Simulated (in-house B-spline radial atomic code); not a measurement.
**W⁴⁺: ionisation energy by several methods**

How far do functionals differ on the ionisation energy of W⁴⁺? Each run solves W⁴⁺ and then the next ion ([Xe] 4f14 5d1).

Program: in-house B-spline radial atomic code version 1. Level of theory: Dirac-Coulomb, several functionals; spherical all-electron atom at the radial basis limit. These are calculated values, not measurements, unless marked.

## (1) The system

```
element       : tungsten (Z = 74)
charge        : +4
electrons     : 70
configuration : [Xe] 4f14 5d2
nucleus       : Fermi, rms radius 5.366 fm
```

Outer shells as boxes (Hund's rule):

[Xe] 4f14 5d2
```
[Xe] core
4f [↑↓][↑↓][↑↓][↑↓][↑↓][↑↓][↑↓]
5d [↑ ][↑ ][  ][  ][  ]
```

The boxes only draw the filling; these runs are spin-restricted and spherical.

## (2) OLYP, a GGA

Settings of the run:

```ini
Z = 74
electrons = 70.0
configuration = [Xe] 4f14 5d2
hamiltonian = dirac
method = optx,lyp
spin_polarised = False
nucleus = fermi
rms_radius = 5.3658
mass_number = 184
atomic_mass = 183.95093318
speed_of_light = 137.035999084
```

## (3) PBEsol, a GGA

The settings differ from step 2 so:

```diff
@@ -4,3 +4,3 @@
 hamiltonian = dirac
-method = optx,lyp
+method = pbesol
 spin_polarised = False
```

## (4) LDA (VWN5)

The settings differ from step 3 so:

```diff
@@ -4,3 +4,3 @@
 hamiltonian = dirac
-method = pbesol
+method = lda,vwn
 spin_polarised = False
```

## (5) BP86, a GGA

The settings differ from step 4 so:

```diff
@@ -4,3 +4,3 @@
 hamiltonian = dirac
-method = lda,vwn
+method = b88,p86
 spin_polarised = False
```

## (6) LDA (PW92)

The settings differ from step 5 so:

```diff
@@ -4,3 +4,3 @@
 hamiltonian = dirac
-method = b88,p86
+method = lda,pw
 spin_polarised = False
```

## (7) PBE, a GGA

The settings differ from step 6 so:

```diff
@@ -4,3 +4,3 @@
 hamiltonian = dirac
-method = lda,pw
+method = pbe,pbe
 spin_polarised = False
```

The tabulated ionisation energy is 51.6 ± 0.3 eV (semi-empirical; NIST Atomic Spectra Database). What does each method give, and which comes nearest?

The runs gave:

| method | rung | total energy (hartree) | ΔSCF (eV) | with Breit, QED, recoil (eV) | −ε highest (eV) | corrected ΔSCF less tabulated (eV) |
| --- | --- | --- | --- | --- | --- | --- |
| LDA (VWN5) | LDA | -16150.6648 | 50.406 | 50.413 | 43.370 (5d5/2) | -1.187 |
| LDA (PW92) | LDA | -16150.6341 | 50.400 | 50.407 | 43.365 (5d5/2) | -1.193 |
| OLYP | GGA | -16165.9455 | 50.101 | 50.110 | 43.024 (5d5/2) | -1.490 |
| PBEsol | GGA | -16155.3580 | 50.068 | 50.076 | 43.039 (5d5/2) | -1.524 |
| BP86 | GGA | -16162.1084 | 50.128 | 50.135 | 43.116 (5d5/2) | -1.465 |
| PBE | GGA | -16160.1226 | 50.060 | 50.067 | 43.030 (5d5/2) | -1.533 |

**Reading.** Tables give 51.6 ± 0.3 eV (semi-empirical; NIST Atomic Spectra Database) for the ionisation energy. LDA (VWN5) misses by -1.187 eV, the least, and PBE by -1.533 eV (3.0 %), the most. All methods miss on the same side by much the same amount, which points to something that they share. Open shells are averaged (over orientations, and over spins where the run is restricted), while tables refer to the lowest levels. For the semilocal functionals minus the highest level recovers only 86 % of their own ΔSCF value, a mark of self-interaction.
